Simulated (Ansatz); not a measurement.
**ClFH2O3W: how energies converge with the basis set**

How large a basis does ClFH2O3W need? Two functionals are run in growing sets.

Computed with Ansatz 0.2.0, Gaussian basis. Level: one geometry, several basis sets.

Plan: PBE0-D4/def2-SVP; ωB97M-V/def2-SVP; PBE0-D4/def2-QZVPP; ωB97M-V/def2-QZVPP; the functionals' def2-TZVPP values are taken from earlier runs.

## (1) Structure used throughout

The geometry comes from an earlier relaxation with PBE0-D4 in a triple-zeta def2 set; it is a stationary point, not always the lowest conformer. W takes the def2 core potential; no spin-orbit term is included.

SMILES `[O]=[W]([OH])([OH])([F])[Cl]`, 8 atoms, charge 0, spin multiplicity 1.

Atoms are counted from 1 here; the program's logs count them from 0.

Bond lengths: O1–W2 1.679 Å, W2–O3 1.890 Å, W2–O4 1.863 Å, W2–F5 1.893 Å, W2–Cl6 2.300 Å, O3–H7 0.962 Å, O4–H8 0.959 Å. Angles: O1–W2–O3 110.4°, O1–W2–O4 102.2°, O1–W2–F5 100.1°, O1–W2–Cl6 108.3°, O3–W2–O4 87.5°, O3–W2–F5 82.4°, O3–W2–Cl6 140.7°, O4–W2–F5 157.6°, O4–W2–Cl6 90.9°, F5–W2–Cl6 84.4°, W2–O3–H7 117.8°, W2–O4–H8 130.4°.

Coordinates:

```
O    -0.33771    0.19623    1.77948
W    -0.09679    0.24993    0.11852
O     1.50420   -0.64235   -0.34476
O    -1.01336   -1.26534   -0.46093
F     1.01245    1.77818   -0.00732
Cl   -1.70304    1.61731   -0.79914
H     2.31719   -0.12769   -0.35943
H    -1.59084   -1.86339    0.01768
```

## (2) PBE0-D4 in def2-SVP

in.yaml reads:

```yaml
crystal:
  periodic: [false, false, false]
  atoms:
    - {symbol: O, position_ang: [-0.337710, 0.196231, 1.779483]}
    - {symbol: W, position_ang: [-0.096790, 0.249932, 0.118524]}
    - {symbol: O, position_ang: [1.504199, -0.642348, -0.344764]}
    - {symbol: O, position_ang: [-1.013363, -1.265336, -0.460934]}
    - {symbol: F, position_ang: [1.012453, 1.778184, -0.007321]}
    - {symbol: Cl, position_ang: [-1.703038, 1.617309, -0.799137]}
    - {symbol: H, position_ang: [2.317187, -0.127688, -0.359427]}
    - {symbol: H, position_ang: [-1.590837, -1.863385, 0.017677]}
basis:
  gaussian: {orbitals: def2-SVP}
hamiltonian: {xc: pbe0, dispersion: d4}
output: {orbitals: {seedname: orbitals}}
```

On the command line:

```
$ ansatz run in.yaml --threads 4 --pin off --events-out ev --progress --plain --max-ram 11315MiB
```

After this run come: ωB97M-V in def2-SVP; PBE0-D4 in def2-QZVPP; ωB97M-V in def2-QZVPP.

Before running them: what should the planned runs give, taken together? Wanted: PBE0-D4: double and triple zeta above quadruple; ωB97M-V: double and triple zeta above quadruple.

As calculated:

```
                                       quantity           value
PBE0-D4: double and triple zeta above quadruple  16.95, 0.87 eV
ωB97M-V: double and triple zeta above quadruple  17.12, 0.83 eV
```

**Reading.** PBE0-D4 gains 16.07 eV from double to triple zeta, then 0.87 eV more. Total energies overstate the basis error of differences, where much of it tends to cancel.
